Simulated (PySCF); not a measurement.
# H6OSeSi2: the cost of one run

The runs use PySCF 2.14.0; levels as typed in each script, gas phase, geometry from GFN2-xTB.

### Step 1. The starting structure

SMILES `O[SiH2][Se+][SiH3]`, 10 atoms, charge 1, spin multiplicity 2.

Bond lengths: O1–Si2 1.603 Å, O1–H5 0.957 Å, Si2–Se3 2.402 Å, Si2–H6 1.454 Å, Si2–H7 1.453 Å, Se3–Si4 2.405 Å, Si4–H8 1.459 Å, Si4–H9 1.456 Å, Si4–H10 1.458 Å. Angles: Si2–O1–H5 128.2°, O1–Si2–Se3 98.6°, O1–Si2–H6 114.8°, O1–Si2–H7 114.9°, Se3–Si2–H6 102.7°, Se3–Si2–H7 102.8°, H6–Si2–H7 118.9°, Si2–Se3–Si4 110.4°, Se3–Si4–H8 100.0°, Se3–Si4–H9 104.7°, Se3–Si4–H10 100.2°, H8–Si4–H9 115.7°, H8–Si4–H10 115.9°, H9–Si4–H10 116.4°.

As a file:

```
O     1.5522    1.5390   -0.0164
Si    1.8867   -0.0284    0.0108
Se   -0.3608   -0.8746   -0.0048
Si   -1.9386    0.9405    0.0051
H     2.1642    2.2744   -0.0194
H     2.4051   -0.5182    1.2774
H     2.4392   -0.5573   -1.2250
H    -2.4901    0.7912    1.3478
H    -1.1328    2.1323   -0.2185
H    -2.8088    0.5323   -1.0907
```

### Step 2. Removing and adding an electron (r2SCAN/def2-svpd)

Input file input.py:

```python
import numpy as np
from pyscf import gto, scf, dft
from pyscf.scf import atom_ks, atom_hf
from scipy.linalg import block_diag

def solve(mol, dm0=None, hcore=None):
    mf = (dft.UKS if mol.spin else dft.RKS)(mol, xc='r2scan')
    mf.grids.level = 3
    mf = mf.density_fit(auxbasis='def2-universal-jkfit')
    mf.conv_tol, mf.max_cycle = 1e-8, 80
    if hcore is not None:
        mf.get_hcore = lambda *args: hcore
    mf.kernel(dm0)
    if not mf.converged:
        mf = mf.newton().run(mf.mo_coeff, mf.mo_occ, max_cycle=30)
    assert mf.converged, 'SCF not converged'
    return mf

mol = gto.M(atom='''
O      1.55223     1.53895    -0.01638
Si     1.88672    -0.02837     0.01080
Se    -0.36084    -0.87462    -0.00480
Si    -1.93860     0.94055     0.00509
H      2.16424     2.27441    -0.01942
H      2.40505    -0.51819     1.27743
H      2.43923    -0.55732    -1.22498
H     -2.49006     0.79119     1.34779
H     -1.13278     2.13234    -0.21853
H     -2.80881     0.53234    -1.09068
''', basis='def2-svpd', charge=1, spin=1, verbose=4)
mf = solve(mol)
out = dict(e0=mf.e_tot, dm0=mf.make_rdm1(), c=mf.mo_coeff, occ=mf.mo_occ, eps=mf.mo_energy)
for name, dq, spin in [('cation', 1, 0), ('anion', -1, 0)]:
    ion = mol.copy().set(charge=mol.charge + dq, spin=spin).build()
    mi = solve(ion)
    if spin and dq > 0 and mol.nao < 130:
        c, _, stable, _ = mi.stability(return_status=True)
        if not stable:
            mi = solve(ion, mi.make_rdm1(c, mi.mo_occ))
    print(name, 'vertical energy change / eV', (mi.e_tot - mf.e_tot) * 27.211386)
    out.update({'e_' + name: mi.e_tot, 'dm_' + name: mi.make_rdm1(), 's2_' + name: mi.spin_square()[0], 'eps_' + name: mi.mo_energy, 'occ_' + name: mi.mo_occ})
# spherically averaged free atoms, for the promolecule
atm = atom_ks.get_atm_nrks(mol, xc='r2scan')
pro = block_diag(*[(atm[a[0]][2] * atm[a[0]][3]) @ atm[a[0]][2].T for a in mol._atom])
np.savez('result.npz', pro=pro, **out)
```

Launch:

```sh
OMP_NUM_THREADS=1 python input.py
```

**Question.** How long does this run take on 1 thread of Arm Neoverse V1, shared host, and how much memory does it need?

About 4.6 min, with a peak of 0.76 GiB.
